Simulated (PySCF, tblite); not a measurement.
# C5H6F2O: dynamics, then NMR shifts on frames, part 2 of 2

tblite 0.8.0 and PySCF 2.14.0. Atoms count from 0. The steps go on from the part before.

## (5) NMR shieldings: 625 fs, PBE0/pcSseg-1

Job settings and geometry (Å):

```
{"job": {"kind": "nmr", "xc": "PBE0", "basis": "pcSseg-1", "pop": false}, "charge": 0, "multiplicity": 1}
C     -2.404300    -0.733800     0.103300
C     -1.159900    -0.652300     0.518900
C     -0.238900    -0.268100    -0.496200
C      1.073100    -0.230700    -0.443700
O      1.832500    -0.315500     0.736700
C      3.090300    -0.822900     0.608700
F      3.759600    -0.888500     1.754700
F      2.889600    -2.109900     0.218600
H     -3.202400    -1.126100     0.786300
H     -2.774100    -0.475600    -0.895000
H     -0.829900    -0.929800     1.488800
H     -0.611700    -0.012800    -1.504800
H      1.746200    -0.156200    -1.320100
H      3.819800    -0.368800    -0.075400
```

With the program's defaults for keys left out, this is: GIAO PBE0/pcSseg-1 NMR shielding, non-relativistic, gas phase.

The program printed:

```text
coarse grid: 12408 points
cycle   1  E = -468.2317122758  dE =  1.317e+00  |g| = 8.776e-01  |ddm| = 3.352e+00
cycle   2  E = -468.1049034459  dE =  1.268e-01  |g| = 1.250e+00  |ddm| = 1.232e+00
cycle   3  E = -468.3689096501  dE = -2.640e-01  |g| = 7.766e-02  |ddm| = 7.642e-01
cycle   4  E = -468.3694826333  dE = -5.730e-04  |g| = 6.209e-02  |ddm| = 1.143e-01
cycle   5  E = -468.3703822588  dE = -8.996e-04  |g| = 1.312e-02  |ddm| = 5.795e-02
cycle   6  E = -468.3704187971  dE = -3.654e-05  |g| = 3.811e-03  |ddm| = 1.287e-02
cycle   7  E = -468.3704220792  dE = -3.282e-06  |g| = 8.421e-04  |ddm| = 3.262e-03
final grid: 122688 points
cycle   8  E = -468.4423219357  dE = -3.736e-05  |g| = 1.088e-02  |ddm| = 3.234e-02
cycle   9  E = -468.4423008028  dE =  2.113e-05  |g| = 1.558e-02  |ddm| = 1.699e-02
cycle  10  E = -468.4423436797  dE = -4.288e-05  |g| = 1.702e-03  |ddm| = 1.086e-02
cycle  11  E = -468.4423443034  dE = -6.237e-07  |g| = 3.696e-04  |ddm| = 1.566e-03
cycle  12  E = -468.4423443249  dE = -2.149e-08  |g| = 1.646e-04  |ddm| = 3.814e-04
cycle  13  E = -468.4423443312  dE = -6.280e-09  |g| = 4.062e-05  |ddm| = 1.590e-04
cycle  14  E = -468.4423443315  dE = -3.531e-10  |g| = 1.264e-05  |ddm| = 3.881e-05
converged SCF energy = -468.4423443315

GIAO shielding tensors (ppm)
atom      isotropic    diamagn.    paramagn.     s11        s22        s33       span
  0 C       56.000     252.481    -196.481    -46.215     64.740    149.475    195.689
  1 C       54.994     252.029    -197.035    -66.732     56.332    175.383    242.115
  2 C       65.894     256.682    -190.788    -31.100     95.985    132.797    163.897
  3 C       44.648     253.746    -209.098    -32.961     66.827    100.077    133.038
  4 O      151.184     402.698    -251.514     91.780    139.270    222.502    130.722
  5 C       62.993     231.040    -168.047     46.056     67.358     75.566     29.510
  6 F      276.450     465.591    -189.140    190.039    299.606    339.706    149.666
  7 F      248.605     473.628    -225.023    158.092    240.509    347.214    189.122
  8 H       25.906      27.190      -1.284     23.763     24.256     29.699      5.935
  9 H       25.578      29.943      -4.365     22.788     25.014     28.933      6.145
 10 H       24.692      31.485      -6.793     21.939     23.245     28.893      6.954
 11 H       25.884      32.620      -6.736     23.419     24.871     29.363      5.944
 12 H       25.593      31.546      -5.953     22.004     25.368     29.408      7.405
 13 H       25.089      26.102      -1.013     21.626     24.415     29.226      7.600
```

Run time: 16 s. Hardware: 1 thread of Arm Neoverse V1, shared host; peak memory 0.78 GiB.

In short: δ C3 142.3, C1 131.9, C0 130.9, C5 123.9, H10 7.02, H13 6.63 ppm.

## (6) NMR shieldings: 800 fs, PBE0/pcSseg-1

Job settings and geometry (Å):

```
{"job": {"kind": "nmr", "xc": "PBE0", "basis": "pcSseg-1", "pop": false}, "charge": 0, "multiplicity": 1}
C     -2.096000    -0.821700     0.687900
C     -0.825500    -1.048500     0.465000
C     -0.068100    -0.201300    -0.398900
C      1.208400    -0.046800    -0.248300
O      1.835500    -0.818300     0.753500
C      3.177100    -0.647800     0.780500
F      3.542500    -0.789400     2.059400
F      3.847500    -1.650400     0.070400
H     -2.704700    -1.547200     1.263100
H     -2.620300    -0.030700     0.130900
H     -0.256200    -1.787900     0.995400
H     -0.624700     0.373600    -1.130300
H      1.847100     0.606000    -0.861100
H      3.545800     0.352200     0.360400
```

Method: GIAO PBE0/pcSseg-1 NMR shielding, non-relativistic, gas phase.

The program printed:

```text
coarse grid: 12408 points
cycle   1  E = -468.2262576200  dE =  1.292e+00  |g| = 9.003e-01  |ddm| = 3.321e+00
cycle   2  E = -468.0684108433  dE =  1.578e-01  |g| = 1.336e+00  |ddm| = 1.349e+00
cycle   3  E = -468.3746150192  dE = -3.062e-01  |g| = 7.966e-02  |ddm| = 8.384e-01
cycle   4  E = -468.3753887945  dE = -7.738e-04  |g| = 5.738e-02  |ddm| = 1.061e-01
cycle   5  E = -468.3761049652  dE = -7.162e-04  |g| = 1.428e-02  |ddm| = 5.317e-02
cycle   6  E = -468.3761473522  dE = -4.239e-05  |g| = 3.840e-03  |ddm| = 1.349e-02
cycle   7  E = -468.3761505519  dE = -3.200e-06  |g| = 8.369e-04  |ddm| = 3.267e-03
final grid: 122688 points
cycle   8  E = -468.4482989243  dE = -3.559e-05  |g| = 1.073e-02  |ddm| = 2.940e-02
cycle   9  E = -468.4482778299  dE =  2.109e-05  |g| = 1.554e-02  |ddm| = 1.604e-02
cycle  10  E = -468.4483200559  dE = -4.223e-05  |g| = 1.485e-03  |ddm| = 1.023e-02
cycle  11  E = -468.4483205256  dE = -4.696e-07  |g| = 3.462e-04  |ddm| = 1.389e-03
cycle  12  E = -468.4483205423  dE = -1.668e-08  |g| = 1.594e-04  |ddm| = 3.308e-04
cycle  13  E = -468.4483205475  dE = -5.289e-09  |g| = 2.939e-05  |ddm| = 1.386e-04
cycle  14  E = -468.4483205477  dE = -1.893e-10  |g| = 1.237e-05  |ddm| = 3.265e-05
converged SCF energy = -468.4483205477

GIAO shielding tensors (ppm)
atom      isotropic    diamagn.    paramagn.     s11        s22        s33       span
  0 C       61.317     254.440    -193.123    -44.300     73.858    154.393    198.692
  1 C       50.270     256.020    -205.751    -69.561     50.702    169.668    239.228
  2 C       66.541     257.141    -190.599    -30.177     86.880    142.920    173.097
  3 C       41.007     257.583    -216.576    -42.638     78.599     87.058    129.696
  4 O      151.455     403.180    -251.725     99.143    139.908    215.315    116.171
  5 C       54.566     238.336    -183.770     39.181     56.123     68.393     29.212
  6 F      264.710     467.248    -202.538    179.118    282.459    332.553    153.435
  7 F      237.900     468.640    -230.740    137.679    219.324    356.695    219.016
  8 H       25.746      27.953      -2.207     23.368     24.406     29.463      6.095
  9 H       25.862      30.876      -5.014     23.044     24.961     29.583      6.539
 10 H       24.470      32.219      -7.748     21.457     21.993     29.961      8.504
 11 H       26.027      33.445      -7.418     24.262     25.451     28.368      4.105
 12 H       25.222      33.053      -7.831     22.692     24.992     27.981      5.289
 13 H       24.421      25.554      -1.132     22.210     23.203     27.851      5.641
```

Wall time 16 s (1 thread of Arm Neoverse V1, shared host); peak memory 0.77 GiB.

In short: δ C3 145.9, C1 136.7, C5 132.4, C0 125.6, H13 7.30, H10 7.25 ppm.

## (7) Shielding tensors: 1000 fs, PBE0/pcSseg-1

Job settings and geometry (Å):

```
{"job": {"kind": "nmr", "xc": "PBE0", "basis": "pcSseg-1", "pop": false}, "charge": 0, "multiplicity": 1}
C     -2.104300    -0.915400     0.839300
C     -0.764100    -0.868000     0.826900
C     -0.000700     0.176900     0.162000
C      1.294000     0.139100    -0.055100
O      1.952700    -1.057900     0.141800
C      3.171400    -0.966000     0.738100
F      3.032400    -0.876200     2.115400
F      3.897200    -2.069200     0.592700
H     -2.661600    -1.524800     1.557700
H     -2.711300    -0.218100     0.367100
H     -0.254000    -1.689000     1.278700
H     -0.557600     0.993800    -0.169800
H      1.906500     1.024100    -0.275300
H      3.857600    -0.074200     0.493700
```

Method: GIAO PBE0/pcSseg-1 NMR shielding, non-relativistic, gas phase.

The program printed:

```text
coarse grid: 12408 points
cycle   1  E = -468.2241690690  dE =  1.287e+00  |g| = 8.917e-01  |ddm| = 3.325e+00
cycle   2  E = -468.0694248675  dE =  1.547e-01  |g| = 1.319e+00  |ddm| = 1.284e+00
cycle   3  E = -468.3685412306  dE = -2.991e-01  |g| = 9.489e-02  |ddm| = 8.112e-01
cycle   4  E = -468.3695714736  dE = -1.030e-03  |g| = 7.148e-02  |ddm| = 1.356e-01
cycle   5  E = -468.3707322134  dE = -1.161e-03  |g| = 1.380e-02  |ddm| = 6.435e-02
cycle   6  E = -468.3707731870  dE = -4.097e-05  |g| = 3.618e-03  |ddm| = 1.279e-02
cycle   7  E = -468.3707760336  dE = -2.847e-06  |g| = 1.079e-03  |ddm| = 3.154e-03
final grid: 122688 points
cycle   8  E = -468.4428265437  dE = -4.029e-05  |g| = 1.044e-02  |ddm| = 2.643e-02
cycle   9  E = -468.4428095117  dE =  1.703e-05  |g| = 1.453e-02  |ddm| = 1.523e-02
cycle  10  E = -468.4428467161  dE = -3.720e-05  |g| = 1.677e-03  |ddm| = 9.590e-03
cycle  11  E = -468.4428473389  dE = -6.228e-07  |g| = 3.987e-04  |ddm| = 1.622e-03
cycle  12  E = -468.4428473655  dE = -2.658e-08  |g| = 1.646e-04  |ddm| = 3.994e-04
cycle  13  E = -468.4428473717  dE = -6.230e-09  |g| = 3.364e-05  |ddm| = 1.522e-04
cycle  14  E = -468.4428473720  dE = -2.525e-10  |g| = 1.191e-05  |ddm| = 3.368e-05
converged SCF energy = -468.4428473720

GIAO shielding tensors (ppm)
atom      isotropic    diamagn.    paramagn.     s11        s22        s33       span
  0 C       57.943     253.239    -195.296    -51.573     60.604    164.797    216.370
  1 C       45.540     253.018    -207.477    -77.102     45.015    168.707    245.809
  2 C       64.881     255.850    -190.969    -35.493     79.881    150.255    185.748
  3 C       44.152     254.514    -210.362    -41.799     75.900     98.356    140.155
  4 O      159.905     400.473    -240.567     99.673    139.068    240.975    141.301
  5 C       59.080     229.633    -170.554     43.739     61.426     72.074     28.335
  6 F      239.135     472.514    -233.379    138.673    223.750    354.982    216.309
  7 F      269.512     463.766    -194.254    186.805    289.860    331.870    145.065
  8 H       25.824      28.149      -2.325     23.434     24.875     29.162      5.728
  9 H       26.798      32.959      -6.161     23.296     26.560     30.538      7.242
 10 H       24.600      31.621      -7.020     21.193     22.281     30.327      9.134
 11 H       26.552      34.680      -8.128     24.943     25.254     29.458      4.515
 12 H       25.160      31.899      -6.739     22.097     25.802     27.582      5.486
 13 H       24.260      23.923       0.337     21.654     22.608     28.517      6.863
```

It took 16 s on 1 thread of Arm Neoverse V1, shared host; peak memory 0.77 GiB.

Key values: δ C3 142.8, C1 141.4, C0 129.0, C5 127.8, H13 7.46, H10 7.12 ppm.

## (8) Comparing the runs: NMR shifts

Shifts (ppm) of some atoms, chosen among heavy atoms and hydrogens apart, with basis size and wall time:

| frame | C3 | C2 | H9 | H12 | O4 | F7 | F6 | functions | time |
| --- | --- | --- | --- | --- | --- | --- | --- | --- | --- |
| 250 fs | 133.5 | 120.4 | 6.44 | 4.81 | 162.7 | -71.4 | -94.2 | 166 | 16 s |
| 425 fs | 149.2 | 136.6 | 6.25 | 5.55 | 173.2 | -82.4 | -104.9 | 166 | 17 s |
| 625 fs | 142.3 | 121.0 | 6.14 | 6.12 | 184.9 | -77.7 | -105.5 | 166 | 16 s |
| 800 fs | 145.9 | 120.4 | 5.85 | 6.50 | 184.6 | -67.0 | -93.8 | 166 | 16 s |
| 1000 fs | 142.8 | 122.0 | 4.92 | 6.56 | 176.2 | -98.6 | -68.2 | 166 | 16 s |

## (9) Summary of results

This closing draws on all 2 parts.

```
                                        quantity                                   value
                                      thermostat                                   400 K
                   mean temperature, second half                                   379 K
         mean potential energy above the minimum                                 0.50 eV
  ¹³C shifts against TMS (PBE0/pcSseg-1, 250 fs)   143.6, 133.5, 132.8, 123.5, 120.4 ppm
   ¹H shifts against TMS (PBE0/pcSseg-1, 250 fs)  7.99, 7.45, 6.44, 6.09, 5.39, 4.81 ppm
  ¹⁷O shifts against H2O (PBE0/pcSseg-1, 250 fs)                               162.7 ppm
¹⁹F shifts against CFCl3 (PBE0/pcSseg-1, 250 fs)                        -71.4, -94.2 ppm
                        range of the shift of F6                     -105.5 to -68.2 ppm
```

**Reading.** In the second half the potential energy averages 0.50 eV above the minimum; equipartition over 36 harmonic modes at 400 K would give 0.62 eV. With 14 atoms the temperature swings widely (222 to 587 K). Shifts at one fixed geometry are not the observed spectrum, which averages over the motion. In the first frame run (250 fs): The widest tensor belongs to C1: span 257 ppm, with a paramagnetic part of -211 ppm. In ppm, F6 moves most: its shift spreads over 37.3 ppm, from -105.5 (625 fs) to -68.2 (1000 fs).
